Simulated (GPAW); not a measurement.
# TaF3 (Pm-3m) in GPAW: further runs

One crystal, TaF3, is run at these levels: PBE; tasks: single point.

All numbers are computed with GPAW 26.7.0; they aren't measurements. Logs are shortened: lines on timing, memory, paths and dates and some standing lists are left out, and cuts for length are marked. The log counts tension as positive stress, the text compression.

**1. The structure**

The structure is cubic, space group Pm-3m (No. 221). Conventional cell: a = 3.901 Å, b = 3.901 Å, c = 3.901 Å, α = 90.00°, β = 90.00°, γ = 90.00°. Around Ta (site symmetry m-3m) lie 6 F at 1.95 Å. Around F (site symmetry 4/mmm) lie 2 Ta at 1.95 Å.

**2. Single point, PBE**

Input file run.py:

```python
from ase.dft.bandgap import bandgap
from ase.io import read, write
from ase.units import GPa
from gpaw import GPAW, PW

atoms = read('POSCAR')

calc = GPAW(mode=PW(800),
            xc='PBE',
            kpts={'size': (7, 7, 7), 'gamma': True},
            occupations={'name': 'methfessel-paxton', 'order': 0, 'width': 0.013000000000000001},
            nbands=31,
            convergence={'density': 1e-05, 'energy': 1e-05},
            maxiter=150,
            txt='gpaw.txt')
atoms.calc = calc
energy = atoms.get_potential_energy()
forces = atoms.get_forces()
stress = atoms.get_stress()
calc.write('gs.gpw')
write('result.traj', atoms)
print(f'Energy: {energy:.6f} eV')
print('Forces (eV/A):')
print(forces.round(4))
print('Stress (GPa):', (stress / GPa).round(3))
print('Fermi level:', round(calc.get_fermi_level(), 4), 'eV')
print(f'Gap: {bandgap(calc)[0]:.4f} eV, direct: {bandgap(calc, direct=True)[0]:.4f} eV')
```

Input file POSCAR:

```
TaF3
1.0
    3.9012000000      0.0000000000      0.0000000000
    0.0000000000      3.9012000000      0.0000000000
    0.0000000000      0.0000000000      3.9012000000
Ta F
1 3
Direct
    0.0000000000      0.0000000000      0.0000000000
    0.0000000000      0.0000000000      0.5000000000
    0.0000000000      0.5000000000      0.0000000000
    0.5000000000      0.0000000000      0.0000000000
```

Potentials or basis: GPAW PAW data sets (gpaw-data 1.2.1), pw.

Command:

```console
$ OMP_NUM_THREADS=1 python run.py
```

gpaw.txt:

```text
__  _  _
 | _ |_)|_||  |
 |__||  | ||/\| - 26.7.0

Input parameters:
  mode=PW(ecut=800.0),
  convergence={'density': 1e-05, 'energy': 1e-05},
  kpts=MonkhorstPack(size=(7, 7, 7), gamma=True),
  maxiter=150,
  nbands=31,
  occupations=Occupations(name='methfessel-paxton', order=0, width=0.013000000000000001),
  xc=XC(name='PBE')

Diagonalizing LCAO Hamiltonian
Converting LCAO to pw mode
   .---------.
  /|         |
 * |         |
 | |         |
 | |         |
 F .---------.
 |F         /
 Ta---F----*

Atoms  # Å, Bohr magnetons
|   | symbol |        x |        y |        z |    initial magnetic moments |
|---|--------|----------|----------|----------|-----------------------------|
| 0 |     Ta | 0.000000 | 0.000000 | 0.000000 | ( 0.0000,  0.0000,  0.0000) |
| 1 |      F | 0.000000 | 0.000000 | 1.950600 | ( 0.0000,  0.0000,  0.0000) |
| 2 |      F | 0.000000 | 1.950600 | 0.000000 | ( 0.0000,  0.0000,  0.0000) |
| 3 |      F | 1.950600 | 0.000000 | 0.000000 | ( 0.0000,  0.0000,  0.0000) |

Unit cell  # Å
| periodic |        x |        y |        z |  lengths |    angles |
|----------|----------|----------|----------|----------|-----------|
|      yes | 3.901200 | 0.000000 | 0.000000 | 3.901200 | 90.000000 |
|      yes | 0.000000 | 3.901200 | 0.000000 | 3.901200 | 90.000000 |
|      yes | 0.000000 | 0.000000 | 3.901200 | 3.901200 | 90.000000 |

Number of symmetries: 48
Symmetry operations  # r_c * U_cc + t_c -> r_c
|    | kind |            matrix            |
|----|------|------------------------------|
|  0 |  E   |  1, 0, 0,  0, 1, 0,  0, 0, 1 |
|  1 |  σ   |  1, 0, 0,  0, 1, 0,  0, 0,-1 |
|  2 |  σ   |  1, 0, 0,  0, 0, 1,  0, 1, 0 |
|  3 |  C4  |  1, 0, 0,  0, 0, 1,  0,-1, 0 |
|  4 |  C4  |  1, 0, 0,  0, 0,-1,  0, 1, 0 |
|  5 |  σ   |  1, 0, 0,  0, 0,-1,  0,-1, 0 |
|  6 |  σ   |  1, 0, 0,  0,-1, 0,  0, 0, 1 |
|  7 |  C2  |  1, 0, 0,  0,-1, 0,  0, 0,-1 |
|  8 |  σ   |  0, 1, 0,  1, 0, 0,  0, 0, 1 |
|  9 |  C2  |  0, 1, 0,  1, 0, 0,  0, 0,-1 |
| 10 |  C3  |  0, 1, 0,  0, 0, 1,  1, 0, 0 |
| 11 |  S6  |  0, 1, 0,  0, 0, 1, -1, 0, 0 |
| 12 |  S6  |  0, 1, 0,  0, 0,-1,  1, 0, 0 |
| 13 |  C3  |  0, 1, 0,  0, 0,-1, -1, 0, 0 |
| 14 |  C4  |  0, 1, 0, -1, 0, 0,  0, 0, 1 |
| 15 |  S4  |  0, 1, 0, -1, 0, 0,  0, 0,-1 |
| 16 |  C3  |  0, 0, 1,  1, 0, 0,  0, 1, 0 |
| 17 |  S6  |  0, 0, 1,  1, 0, 0,  0,-1, 0 |
| 18 |  σ   |  0, 0, 1,  0, 1, 0,  1, 0, 0 |
| 19 |  C4  |  0, 0, 1,  0, 1, 0, -1, 0, 0 |
| 20 |  C2  |  0, 0, 1,  0,-1, 0,  1, 0, 0 |
| 21 |  S4  |  0, 0, 1,  0,-1, 0, -1, 0, 0 |
| 22 |  S6  |  0, 0, 1, -1, 0, 0,  0, 1, 0 |
| 23 |  C3  |  0, 0, 1, -1, 0, 0,  0,-1, 0 |
| 24 |  S6  |  0, 0,-1,  1, 0, 0,  0, 1, 0 |
| 25 |  C3  |  0, 0,-1,  1, 0, 0,  0,-1, 0 |
| 26 |  C4  |  0, 0,-1,  0, 1, 0,  1, 0, 0 |
| 27 |  σ   |  0, 0,-1,  0, 1, 0, -1, 0, 0 |
| 28 |  S4  |  0, 0,-1,  0,-1, 0,  1, 0, 0 |
| 29 |  C2  |  0, 0,-1,  0,-1, 0, -1, 0, 0 |
| 30 |  C3  |  0, 0,-1, -1, 0, 0,  0, 1, 0 |
| 31 |  S6  |  0, 0,-1, -1, 0, 0,  0,-1, 0 |
| 32 |  C4  |  0,-1, 0,  1, 0, 0,  0, 0, 1 |
| 33 |  S4  |  0,-1, 0,  1, 0, 0,  0, 0,-1 |
| 34 |  S6  |  0,-1, 0,  0, 0, 1,  1, 0, 0 |
| 35 |  C3  |  0,-1, 0,  0, 0, 1, -1, 0, 0 |
| 36 |  C3  |  0,-1, 0,  0, 0,-1,  1, 0, 0 |
| 37 |  S6  |  0,-1, 0,  0, 0,-1, -1, 0, 0 |
| 38 |  σ   |  0,-1, 0, -1, 0, 0,  0, 0, 1 |
| 39 |  C2  |  0,-1, 0, -1, 0, 0,  0, 0,-1 |
| 40 |  σ   | -1, 0, 0,  0, 1, 0,  0, 0, 1 |
| 41 |  C2  | -1, 0, 0,  0, 1, 0,  0, 0,-1 |
| 42 |  C2  | -1, 0, 0,  0, 0, 1,  0, 1, 0 |
| 43 |  S4  | -1, 0, 0,  0, 0, 1,  0,-1, 0 |
| 44 |  S4  | -1, 0, 0,  0, 0,-1,  0, 1, 0 |
| 45 |  C2  | -1, 0, 0,  0, 0,-1,  0,-1, 0 |
| 46 |  C2  | -1, 0, 0,  0,-1, 0,  0, 0, 1 |
| 47 |  i   | -1, 0, 0,  0,-1, 0,  0, 0,-1 |

BZ-sampling:
  Number of BZ points: 343
  Number of IBZ points: 20

  Monkhorst-Pack size: [7, 7, 7]
  Monkhorst-Pack shift: [0, 0, 0]

K-points  # in reciprocal-cell coordinates
|     |                                coordinates |     weight |
|-----|--------------------------------------------|------------|
|   0 | (  0.00000000,   0.00000000,   0.00000000) | 0.00291545 |
|   1 | (  0.14285714,   0.00000000,   0.00000000) | 0.01749271 |
|   2 | (  0.14285714,   0.14285714,   0.00000000) | 0.03498542 |
|   3 | (  0.14285714,   0.14285714,   0.14285714) | 0.02332362 |
|   4 | (  0.28571429,   0.00000000,   0.00000000) | 0.01749271 |
|   5 | (  0.28571429,   0.14285714,   0.00000000) | 0.06997085 |
|   6 | (  0.28571429,   0.14285714,   0.14285714) | 0.06997085 |
|   7 | (  0.28571429,   0.28571429,   0.00000000) | 0.03498542 |
|   8 | (  0.28571429,   0.28571429,   0.14285714) | 0.06997085 |
|   9 | (  0.28571429,   0.28571429,   0.28571429) | 0.02332362 |
| ... |                                            |            |
|  19 | (  0.42857143,   0.42857143,   0.42857143) | 0.02332362 |

Plane wave coefficients: 3076
Cutoff: 800.0 eV

Spin-components: 1 (collinear spins)
Bands:           31
Projectors:      21
Spin-degeneracy: 2
Datatype:        complex128

Parallelization:
  kpt:    1
  domain: 1
  band:   1

Density:
  Valence electrons: 34.0
  Components: 1
  Grid points: [27 27 27]
  Charge: 0.0  # |e|

Potential:
  Grid points: [27 27 27]

species:
  Ta:
    name:    Tantalum
    Z:       73.0
    valence: 13
    core:    60
    charge:  0.0  # [|e|]
    compensation charges:
      type: gauss
      rc: 0.42  # [Å]
      lmax: 2
    cutoffs:
      filter: 2.36  # [Å]
      core: 3.45  # [Å]
    projectors
    | kind |    occ | energy [eV] | rcut [Å] |
    |------|--------|-------------|----------|
    |   5s |  2.000 |     -72.790 |    1.365 |
    |   6s |  2.000 |      -5.429 |    1.365 |
    |   5p |  6.000 |     -39.427 |    1.349 |
    |   6p |  0.000 |      -1.396 |    1.349 |
    |   5d |  3.000 |      -3.603 |    1.307 |
    |    d |        |      23.609 |    1.307 |

    Using partial waves for Ta as LCAO basis

  F:
    name:    Fluorine
    Z:       9.0
    valence: 7
    core:    2
    charge:  0.0  # [|e|]
    compensation charges:
      type: gauss
      rc: 0.20  # [Å]
      lmax: 2
    cutoffs:
      filter: 1.14  # [Å]
      core: 0.74  # [Å]
    projectors
    | kind |    occ | energy [eV] | rcut [Å] |
    |------|--------|-------------|----------|
    |   2s |  2.000 |     -29.898 |    0.635 |
    |   2p |  5.000 |     -11.110 |    0.635 |
    |    s |        |      -2.687 |    0.635 |
    |    p |        |      16.102 |    0.635 |
    |    d |        |       0.000 |    0.635 |

    Using partial waves for F as LCAO basis

Reference energy: -432314.683757  # eV

eigensolver:
  PPCG
  Converge bands: occupied
  niter=2

density mixing:
  MSR1-Mixer
  Pratt-step length: 0.05
  Maximum mixing coefficient: 0.75
  Old densities: 10
  SVD Regularization: 0.005
  Good broyden scale: 1.0
  Trust region scale: 1.0
  Backstep threshold: 4.0
  History deletion threshold: 6.0
  Fourier metric: weight=20.0, sigma=0.015

occupation numbers:
  Methfessel-Paxton:
    width: 0.0130  # eV
    order: 0

poisson solver:
  ecut: 6400.0  # eV

xc functional:
  name: PBE with 2 nearest neighbor stencil

convergence criteria:
- Maximum integral of absolute [dens]ity change: 1e-05 electrons / valence electron
- Maximum [total energy] change in last 3 cyles: 1e-05 eV / valence electron
- Maximum integral of absolute [eigenst]ate change: 4e-08 eV^2 / valence electron
maximum number of iterations: 150

SCF iterations
|iter     | |      energy | eigst |  dens |
|---------|-|-------------|-------|-------|
|iter:   1| |  -25.266416 | +0.00 |       |
|iter:   2| |  -24.940029 | -2.07 | -1.13 |
|iter:   3| |  -24.009808 | -0.76 | -1.18 |
|iter:   4| |  -24.011973 | -3.19 | -1.72 |
|iter:   5| |  -24.015694 | -3.60 | -2.02 |
|iter:   6| |  -24.015894 | -4.83 | -2.81 |
|iter:   7| |  -24.015909c| -6.32 | -3.52 |
|iter:   8| |  -24.015910c| -7.08 | -3.99 |
|iter:   9| |  -24.015910c| -8.29c| -5.19c|

Converged in 9 steps
Energy contributions relative to reference atoms: (reference = -432314.683757)

Energy contributions:
  Kinetic:          67.948778
  Coulomb:         -63.180941
  Zero:              0.079195
  External:          0.000000
  Xc:              -28.862515
  Entropy:          -0.000854
  Spinorbit:         0.000000
  ----------------------------
  Free energy:     -24.016337
  Extrapolated:    -24.015910

dipole moment: (-37.095277, -37.095277, -37.095277)  # |e|*Ang

Fermi level: 7.456
Eigenvalues  # (at kpt = [0.000, 0.000, 0.000])
| band index |      eig [eV] | occ [0-2] |
|------------|---------------|-----------|
|          0 |       -62.554 |     2.000 |
|        ... |               |           |
|         12 |        -1.801 |     2.000 |
|         13 |        -1.754 |     2.000 |
|         14 |        -1.754 |     2.000 |
|         15 |        -1.754 |     2.000 |
|         16 |         6.213 |     2.000 |
|         17 |         6.213 |     2.000 |
[... 8 lines left out ...]
|         26 |        16.873 |     0.000 |
|         27 |        16.873 |     0.000 |
|        ... |               |           |
|         30 |        24.177 |     0.000 |

No gap
No difference between direct/indirect transitions

Forces  # eV/Ang
|        x |        y |        z |
|----------|----------|----------|
|  0.00000 |  0.00000 |  0.00000 |  # Ta   0
| -0.00000 |  0.00000 | -0.00000 |  # F    1
| -0.00000 | -0.00000 | -0.00000 |  # F    2
| -0.00000 | -0.00000 | -0.00000 |  # F    3

Stress tensor  # eV/Ang^3
|         x |         y |         z |
|-----------|-----------|-----------|
| -0.154275 |  0.000000 |  0.000000 |
|  0.000000 | -0.154275 |  0.000000 |
|  0.000000 |  0.000000 | -0.154275 |

# Writing to gs.gpw (mode='')
```

Wall time 37 s (1 thread of Arm Neoverse V1, shared host); peak memory 0.2 GiB.

What came out:

- Free energy: -24.0163 eV
- Pressure: 24.7 GPa
- Band gap on the k mesh: none (metal or under the smearing width)

Caveat: so large a pressure means that the cell lies far from this level's equilibrium, or that cutoff or potentials fall short. Spin-orbit coupling is left out, which matters for the levels of Ta.

**3. Single point, PBE**

run.py, as its differences from that of step 2:

```diff
@@ -2,4 +2,5 @@
 from ase.io import read, write
-from ase.units import GPa
+from ase.units import Bohr, GPa
 from gpaw import GPAW, PW
+from gpaw.elf import elf_from_dft_calculation
 
@@ -10,3 +11,3 @@
             kpts={'size': (7, 7, 7), 'gamma': True},
-            occupations={'name': 'methfessel-paxton', 'order': 0, 'width': 0.013000000000000001},
+            occupations={'name': 'methfessel-paxton', 'order': 0, 'width': 0.016},
             nbands=31,
@@ -27 +28,6 @@
 print(f'Gap: {bandgap(calc)[0]:.4f} eV, direct: {bandgap(calc, direct=True)[0]:.4f} eV')
+
+# fields on the real-space grid
+write('density.cube', atoms, data=calc.get_pseudo_density() * Bohr**3)
+write('potential.cube', atoms, data=calc.get_electrostatic_potential())
+write('elf.cube', atoms, data=elf_from_dft_calculation(calc).data)
```

POSCAR is that of step 2.

Potentials or basis: GPAW PAW data sets (gpaw-data 1.2.1), pw.

Command:

```console
$ OMP_NUM_THREADS=1 python run.py
```

Run time: 39 s. Hardware: 1 thread of Arm Neoverse V1, shared host; peak memory 0.2 GiB.

Results (log left out):

| Property | Result |
| --- | --- |
| Free energy | -24.0165 eV |
| Pressure | 24.7 GPa |
| Band gap on the k mesh | none (metal or under the smearing width) |

Levels at points of the mesh, in eV from the Fermi level:
| k point | band 15 | band 16 | band 17 | band 18 | band 19 | band 20 |
| --- | --- | --- | --- | --- | --- | --- |
| (0.00, 0.00, 0.00) | -9.21 | -9.21 | -1.24 | -1.24 | -1.24 | -0.49 |

Caveat: so large a pressure means that the cell lies far from this level's equilibrium, or that cutoff or potentials fall short. Spin-orbit coupling is left out, which matters for the levels of Ta.

**4. Single point, PBE**

Input file run.py:

```python
from ase.dft.bandgap import bandgap
from ase.io import read, write
from ase.units import GPa
from gpaw import GPAW, PW

atoms = read('POSCAR')

calc = GPAW(mode=PW(800),
            xc='PBE',
            kpts={'size': (7, 7, 7), 'gamma': True},
            occupations={'name': 'methfessel-paxton', 'order': 0, 'width': 0.017},
            nbands=31,
            convergence={'density': 1e-05, 'energy': 1e-05},
            maxiter=150,
            txt='gpaw.txt')
atoms.calc = calc
energy = atoms.get_potential_energy()
forces = atoms.get_forces()
stress = atoms.get_stress()
calc.write('gs.gpw')
write('result.traj', atoms)
print(f'Energy: {energy:.6f} eV')
print('Forces (eV/A):')
print(forces.round(4))
print('Stress (GPa):', (stress / GPa).round(3))
print('Fermi level:', round(calc.get_fermi_level(), 4), 'eV')
print(f'Gap: {bandgap(calc)[0]:.4f} eV, direct: {bandgap(calc, direct=True)[0]:.4f} eV')
```

POSCAR is that of step 3.

Command:

```console
$ OMP_NUM_THREADS=1 python run.py
```

It took 37 s on 1 thread of Arm Neoverse V1, shared host; peak memory 0.2 GiB.

It converged, with:

```
Free energy            : -24.0166 eV
Pressure               : 24.7 GPa
Band gap on the k mesh : none (metal or under the smearing width)
```

Levels at points of the mesh, in eV from the Fermi level:
```csv
k point,band 13,band 14,band 15,band 16,band 17,band 18,band 19,band 20,band 21,band 22
"(0.00, 0.00, 0.00)",-9.26,-9.21,-9.21,-9.21,-1.24,-1.24,-1.24,-0.49,2.63,2.63
```

Caveat: so large a pressure means that the cell lies far from this level's equilibrium, or that cutoff or potentials fall short. The run has no spin-orbit coupling, so splittings on Ta are missing.

**5. Summary**

```tsv
smearing	gap on the mesh (eV)	pressure (GPa)
gaussian 0.013 eV	none	24.7
gaussian 0.016 eV	none	24.7
gaussian 0.017 eV	none	24.7
```

Alike in all rows: task single point; level PBE; potentials or basis GPAW PAW data sets (gpaw-data 1.2.1), pw; no spin polarisation; cell as given; k mesh 7 × 7 × 7; cutoff (eV) 800.

Every run on the cell as given and a fine mesh finds a metal.

Caveats: so large a pressure means that the cell lies far from this level's equilibrium, or that cutoff or potentials fall short.

Absolute energies hang on the potentials; compare differences alone.
